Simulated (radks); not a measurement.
**Polarisabilities and dispersion coefficients of Ni, Cu⁺, Zn²⁺ and others**

One table from this session's results is given with a row withheld; the runs are named, their logs left out.

The numbers are computed with radks (a radial shooting solver on a logarithmic mesh, Libxc functionals) version 1 (non-relativistic Kohn-Sham, LDA (Slater exchange, VWN5 correlation), spin-unpolarised, spherical densities, point nucleus), except any that are marked as measured or tabulated.

## Starting point

```
species : Ni ([Ar] 3d8 4s2), Cu⁺ ([Ar] 3d10), Zn²⁺ ([Ar] 3d10), Ga³⁺ ([Ar] 3d10), Ge⁴⁺ ([Ar] 3d10), As⁵⁺ ([Ar] 3d10), Se⁶⁺ ([Ar] 3d10), Br⁷⁺ ([Ar] 3d10), Kr⁸⁺ ([Ar] 3d10)
```

The first run:

Input:

```text
Z 28
configuration [Ar] 3d8 4s2
relativity non-relativistic
functional lda,vwn5
spin unpolarised
nucleus point
response adiabatic LDA kernel
```

Among the steps run: Ni, [Ar] 3d8 4s2; Cu⁺, [Ar] 3d10; Zn²⁺, [Ar] 3d10; Ga³⁺, [Ar] 3d10; Ge⁴⁺, [Ar] 3d10; As⁵⁺, [Ar] 3d10; Se⁶⁺, [Ar] 3d10; Br⁷⁺, [Ar] 3d10; Kr⁸⁺, [Ar] 3d10.

One table of the session follows, with a row left open; its other results are not shown here.

| species | −ε(HOMO) (eV) | α (bohr³) | α uncoupled (bohr³) | C6 (hartree bohr⁶) | C8 (hartree bohr⁸) |
| --- | --- | --- | --- | --- | --- |
| Ni | 5.735 | 45.93 | 83.31 | 363.9 | - |
| Cu⁺ | 14.104 | 7.887 | 10.67 | 26.73 | 570.7 |
| Zn²⁺ | 31.456 | 2.896 | 3.674 | 7.779 | 94.59 |
| Ga³⁺ | 53.223 | 1.444 | 1.771 | 3.225 | 27.27 |
| Ge⁴⁺ | 78.909 | 0.8473 | 1.019 | 1.618 | 10.47 |
| As⁵⁺ | 108.24 | 0.5498 | 0.6520 | 0.9134 | 4.780 |
| Se⁶⁺ | ? | ? | ? | ? | ? |
| Br⁷⁺ | 177.20 | 0.2777 | 0.3234 | 0.3625 | 1.359 |
| Kr⁸⁺ | 216.66 | 0.2094 | 0.2424 | 0.2457 | 0.8025 |

Q: Estimate the row for Se⁶⁺ from the others.

**Answer.** −ε(HOMO) (eV): 141.04; α (bohr³): 0.3815; α uncoupled (bohr³): 0.4479; C6 (hartree bohr⁶): 0.5590; C8 (hartree bohr⁸): 2.447. In the column «−ε(HOMO) (eV)» it lies between As⁵⁺ (108.24) and Br⁷⁺ (177.20).

What this shows: Uncoupled leaves out the potential induced by the response; C6 and C8 are for like pairs. Ni is the most polarisable and Kr⁸⁺ the least, a factor 219 apart. For the pair Ni–Kr⁸⁺ the Casimir-Polder integral gives C6 = 3.938, the rule 2·Ca·Cb/(Ca·αb/αa + Cb·αa/αb) on the like-pair values 3.219. Against the recommended values (Schwerdtfeger and Nagle, 2023 table) the misses are Ni -6 %. C8 is given only where no p, d or f shell is open. For heavy and open-shell atoms this level can miss by tens of per cent.
